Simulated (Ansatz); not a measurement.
**HfN+ (singlet): from Hartree-Fock to the top rungs, def2-SVP**

One table from this session's results is given with a row withheld; the runs are named, their logs left out.

The runs use Ansatz 0.2.0, Gaussian basis; def2-SVP, core rule «outside noble gas», up to 5 orbitals frozen.

To be run: UHF; CCSD(T) on RHF; CCSD(T) on UHF; CISD; CCSDT(Q) on RHF; CCSDT(Q) on UHF.

22 further runs of the same task are left out: 10 for a known fault of the program, 5 that didn't finish, 7 set aside as unsound or not needed.

## The system

The geometry is a PBE0/def2-TZVP stationary point (not a proven minimum) of the parent state, kept for this charge and spin. No spin-orbit coupling is included. Elements past krypton take def2 core potentials.

2 atoms, charge 1, spin multiplicity 1.

Atoms are counted from 1 here; the program's logs count them from 0.

Bond lengths: Hf1–N2 1.717 Å.

The first run:

Input file in.yaml:

```yaml
crystal:
  periodic: [false, false, false]
  atoms:
    - {symbol: Hf, position_ang: [0.000000, 0.000000, 0.000000]}
    - {symbol: N, position_ang: [0.000000, 0.000000, 1.716545]}
basis:
  gaussian: {orbitals: def2-SVP}
total_charge: 1
magnetization: {spin_polarized: true, initial_magnetization: 0}
hamiltonian: {xc: hf}
output: {orbitals: {seedname: orbitals}}
```

The run is started by

```console
$ ansatz run in.yaml --threads 1 --pin off --events-out ev --progress --plain --max-ram 2393MiB
```

Among the steps run: UHF; CCSD(T) on RHF; CCSD(T) on UHF; CISD; CCSDT(Q) on RHF; CCSDT(Q) on UHF.

One table of the session follows, with a row left open; its other results are not shown here.

| method | from RCCSDT(Q) (meV) |
| --- | --- |
| RHF | ? |
| UHF | +6979.9 |
| RMP2 | -378.8 |
| RCCSD | +520.4 |
| RCCSD(T) | +70.9 |
| RCCSDT | +76.3 |
| RCCSDT(Q) | 0 |

Estimate the missing values for RHF.

As computed: from RCCSDT(Q) (meV): +7584.6. In the column «from RCCSDT(Q) (meV)» it is the highest.

Not comparable, so not listed: CCSD(T) on UHF; CCSDT(Q) on UHF (they don't share determinant, frozen orbitals or solution with the rows shown, or repeat one).

Caveats from the session: The determinant is far from a pure spin state, so its energy mixes those of several spin states (harmless only where they are near-degenerate, as at dissociation). Warnings: restricted reference is unstable; spin contamination; large T1 diagnostic.
